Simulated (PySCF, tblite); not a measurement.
# C₆H₁₅GeN: geometry, infrared bands and NMR shifts

Wanted: the infrared bands and NMR shifts of C₆H₁₅GeN (`C=C[C@@H]([GeH3])[C@H](C)CN`), by calculation.

The runs use tblite 0.8.0 and PySCF 2.14.0, with density-fitted response routines of our own; the level of theory stands in each step. All values are computed, except where a source is named. Atoms are numbered from 0 throughout.

### 1 The starting structure

23 atoms, charge 0, multiplicity 1; geometry from: force field or distance geometry start.

Bonds of the start (Å): C0–C1 1.34, C1–C2 1.53, C2–Ge3 1.97, C2–C4 1.55, C4–C5 1.55, C4–C6 1.54, C6–N7 1.47, C0–H8 1.08, C0–H9 1.10, C1–H10 1.08, C2–H11 1.11, Ge3–H12 1.56, Ge3–H13 1.54, Ge3–H14 1.55, C4–H15 1.12, C5–H16 1.10, C5–H17 1.10, C5–H18 1.12, C6–H19 1.11, C6–H20 1.11, N7–H21 1.04, N7–H22 1.04.

### 2 Geometry optimisation with GFN2-xTB

Job settings and geometry (Å):

```
{"job": {"kind": "relax", "xc": "GFN2-xTB", "basis": "xTB"}, "charge": 0, "multiplicity": 1}
C     -2.035100     1.533400     1.357500
C     -1.901300     0.661200     0.353100
C     -0.704100    -0.284200     0.307000
Ge    -1.119600    -1.752700    -0.933700
C      0.600600     0.476600    -0.041400
C      0.561800     1.110700    -1.453600
C      1.859400    -0.402600     0.096600
N      1.983000    -0.921800     1.464200
H     -1.306300     1.602100     2.158100
H     -2.911600     2.191600     1.383800
H     -2.664200     0.610400    -0.409200
H     -0.611000    -0.746400     1.310400
H     -2.435800    -2.441400    -0.451400
H     -1.328700    -1.226900    -2.366700
H      0.006700    -2.812600    -0.902700
H      0.711100     1.316800     0.688100
H      0.574300     0.336700    -2.239100
H     -0.335700     1.741800    -1.575400
H      1.457800     1.761400    -1.589400
H      1.827600    -1.250600    -0.611300
H      2.762600     0.200300    -0.135900
H      2.189300    -0.124200     2.100900
H      2.814300    -1.552400     1.500200
```

On the command line:

```console
$ OMP_NUM_THREADS=1 python probes_run.py task.json out
```

This one command runs all jobs of the session in turn.

**Question.** This job is followed by: GFN2-xTB harmonic vibrations, gas phase; GIAO PBE0/pcSseg-1 NMR shielding, non-relativistic, gas phase. Predict these results of the whole session: strongest single infrared mode (GFN2-xTB); zero-point energy (GFN2-xTB); 13C shifts against TMS (PBE0/pcSseg-1); 1H shifts against TMS (PBE0/pcSseg-1, means over atoms taken as alike); 73Ge shifts against GeMe4 (PBE0/pcSseg-1); 15N shifts against NH3 (PBE0/pcSseg-1); surface potential, 1st and 99th percentile.

As calculated:

| quantity | value |
| --- | --- |
| strongest single infrared mode (GFN2-xTB) | 2030 cm⁻¹, 478 km/mol |
| zero-point energy (GFN2-xTB) | 120.1 kcal/mol |
| 13C shifts against TMS (PBE0/pcSseg-1) | 149.0, 119.2, 53.0, 43.1, 40.1, 17.2 ppm |
| 1H shifts against TMS (PBE0/pcSseg-1, means over atoms taken as alike) | 6.31, 5.33, 5.20, 3.62, 3.27, 2.77, 2.14, 1.78, 0.98, 0.44 ppm |
| 73Ge shifts against GeMe4 (PBE0/pcSseg-1) | -246 ppm |
| 15N shifts against NH3 (PBE0/pcSseg-1) | 42.0 ppm |
| surface potential, 1st and 99th percentile | -0.94 V and 1.35 V |

In words: Relaxing lowered the energy by 0.361 eV in 156 steps; the close pair that moved most is Ge3–H12, from 1.562 to 1.500 Å. No mode is imaginary among the 63: a minimum at this level. The strongest single mode, at 2030 cm⁻¹, moves mainly H12. GFN2-xTB is a fitted tight-binding method: band positions and strengths are rough. Its intensities can rank the bands wrongly. The most deshielded carbon is C1 (alkene CH), at 149.0 ppm: an sp2 carbon of a C=C bond. The most deshielded hydrogen is H10 (hydrogen on an alkene CH), at 6.31 ppm: attached to an sp2 carbon and in the plane of the double bond. At PBE0/pcSseg-1: Shielding is most anisotropic at C1 (span 250 ppm, paramagnetic term -218 ppm). Spin-orbit coupling is left out, which matters for shieldings and couplings at and beside the heavy atoms.
